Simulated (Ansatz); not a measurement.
# BH4NSe, SMILES NB[SeH]: a rigid scan of one bond length

Computed with the Ansatz DFT code, driven from Python.

At the Python prompt:
```pycon
>>> import ansatz as az
>>> from ase import Atoms
>>> import numpy as np
>>> atoms = Atoms(["N", "B", "Se", "H", "H", "H", "H"], positions=[
...     [-0.9352, 0.1337, -0.6487],
...     [0.2402, 0.3196, 0.2232],
...     [1.9337, -0.5737, -0.311],
...     [-1.6654, -0.2206, -0.0711],
...     [-1.2846, 1.1368, -0.9376],
...     [0.1879, 0.9719, 1.2188],
...     [1.5846, -1.8357, 0.4807],
... ])
>>> molecule = az.Crystal.molecule_from_ase(atoms)
>>> symbols = [site.symbol for site in molecule.cartesian_sites]
>>> start = np.array([site.position_ang for site in molecule.cartesian_sites])
>>> axis = (start[4] - start[0]) / np.linalg.norm(start[4] - start[0])
>>> moving = [4]
>>> lengths, energies = [0.969, 1.013, 1.057, 1.101, 1.145, 1.189, 1.233, 1.299], []
>>> for length in lengths:
...     xyz = start.copy()
...     xyz[moving] += (length - np.linalg.norm(start[4] - start[0])) * axis
...     point = az.Crystal.molecule()
...     for symbol, place in zip(symbols, xyz):
...         point = point.atom(symbol, place.tolist())
...     job = (
...         point.calculation()
...         .basis(gaussian="def2-SVP")
...         .functional("pbe0")
...     )
...     rep = job.run(threads=1, backend="cpu").report
...     energies.append(rep["free_energy_ev"])
...     print(f"r = {length:6.3f} A  E = {energies[-1]:.5f} eV  <S^2> = {abs(rep['mean_field']['state']['spin_squared']):.3f}")
...
r =  0.969 A  E = -67560.84549 eV  <S^2> = 0.000
r =  1.013 A  E = -67560.91963 eV  <S^2> = 0.000
r =  1.057 A  E = -67560.90335 eV  <S^2> = 0.000
r =  1.101 A  E = -67560.81899 eV  <S^2> = 0.000
r =  1.145 A  E = -67560.68393 eV  <S^2> = 0.000
r =  1.189 A  E = -67560.51175 eV  <S^2> = 0.000
r =  1.233 A  E = -67560.31303 eV  <S^2> = 0.000
r =  1.299 A  E = -67559.98280 eV  <S^2> = 0.000
>>> # quartic fit about the minimum
>>> fit = np.polynomial.Polynomial.fit(lengths, np.array(energies) - min(energies), 4).convert()
>>> roots = [r.real for r in fit.deriv().roots() if abs(r.imag) < 1e-9 and fit.deriv(2)(r.real) > 0]
>>> r_e = min(roots, key=lambda r: abs(r - lengths[int(np.argmin(energies))]))
>>> print(f"minimum of the fit at {r_e:.4f} A, force constant {fit.deriv(2)(r_e):.2f} eV/A^2")
minimum of the fit at 1.0259 A, force constant 42.74 eV/A^2
```

Caveats:
- Total energies depend on the basis set; only differences at equal settings carry meaning.
- The rest of the molecule is held rigid at a force-field or estimated start geometry, and the basis set is modest; single-reference methods fail as a bond breaks.
- The orbitals are restricted, so S² is zero by construction.
- Timing: 13 s on 1 thread of AMD EPYC 7R43 64-Core Processor (Zen 3) (shared host), peak memory 0.22 GiB.
